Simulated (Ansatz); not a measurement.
# C₂H₆GeTe: small, medium and large basis sets

One table from this session's results is given with a row withheld; the runs are named, their logs left out.

The runs use Ansatz 0.2.0, Gaussian basis; one geometry, several basis sets.

Levels to be run: PBE0-D4/def2-SVP; ωB97M-V/def2-SVP; PBE0-D4/def2-QZVPP; ωB97M-V/def2-QZVPP; the functionals' def2-TZVPP values are taken from earlier runs.

1 further run of the same task is left out (for a known fault of the program). Runs told in other sessions of the task aren't counted.

### Structure used throughout

All runs share one geometry, relaxed beforehand with PBE0-D4 in a triple-zeta def2 set. Te takes the def2 core potential; no spin-orbit term is included.

SMILES `C=C[Te][GeH3]`, 10 atoms, charge 0, spin multiplicity 1.

Atoms are counted from 1 here; the program's logs count them from 0.

Bond lengths: C1–C2 1.324 Å, C1–H5 1.085 Å, C1–H6 1.086 Å, C2–Te3 2.103 Å, C2–H7 1.086 Å, Te3–Ge4 2.554 Å, Ge4–H8 1.538 Å, Ge4–H9 1.537 Å, Ge4–H10 1.535 Å. Angles: C2–C1–H5 122.5°, C2–C1–H6 120.6°, H5–C1–H6 117.0°, C1–C2–Te3 123.3°, C1–C2–H7 121.3°, Te3–C2–H7 115.3°, C2–Te3–Ge4 93.6°, Te3–Ge4–H8 108.7°, Te3–Ge4–H9 111.3°, Te3–Ge4–H10 107.2°, H8–Ge4–H9 109.4°, H8–Ge4–H10 110.2°, H9–Ge4–H10 110.0°.

Set-up of the first run:

Contents of in.yaml:

```yaml
crystal:
  periodic: [false, false, false]
  atoms:
    - {symbol: C, position_ang: [-0.936543, -1.676873, -1.378240]}
    - {symbol: C, position_ang: [-0.053290, -1.114440, -0.567341]}
    - {symbol: Te, position_ang: [1.051693, 0.600267, -1.077111]}
    - {symbol: Ge, position_ang: [0.659832, 1.721679, 1.183361]}
    - {symbol: H, position_ang: [-1.201734, -1.247029, -2.337994]}
    - {symbol: H, position_ang: [-1.429475, -2.604266, -1.101058]}
    - {symbol: H, position_ang: [0.195557, -1.558899, 0.391308]}
    - {symbol: H, position_ang: [0.961629, 0.705868, 2.297589]}
    - {symbol: H, position_ang: [-0.790479, 2.211302, 1.318675]}
    - {symbol: H, position_ang: [1.626010, 2.911190, 1.273909]}
basis:
  gaussian: {orbitals: def2-SVP}
hamiltonian: {xc: pbe0, dispersion: d4}
output: {orbitals: {seedname: orbitals}}
```

Started as:

```
ansatz run in.yaml --threads 4 --pin off --events-out ev --progress --plain --max-ram 10444MiB
```

Among the steps run: PBE0-D4 in def2-SVP; ωB97M-V in def2-SVP; PBE0-D4 in def2-QZVPP; ωB97M-V in def2-QZVPP.

One table of the session follows, with a row left open; its other results are not shown here.

It belongs to the step «Density functionals: the series». 

| functional | basis | HOMO (eV) |
| --- | --- | --- |
| PBE0-D4 | def2-SVP | -6.03 |
| PBE0-D4 | def2-TZVPP | -6.12 |
| PBE0-D4 | def2-QZVPP | -6.13 |
| ωB97M-V | def2-SVP | -8.05 |
| ωB97M-V | def2-TZVPP | ? |
| ωB97M-V | def2-QZVPP | -8.18 |

**Question.** Estimate the row for ωB97M-V, def2-TZVPP.

The run gave: HOMO (eV): -8.16. In the column «HOMO (eV)» it lies between ωB97M-V, def2-QZVPP (-8.18) and ωB97M-V, def2-SVP (-8.05).
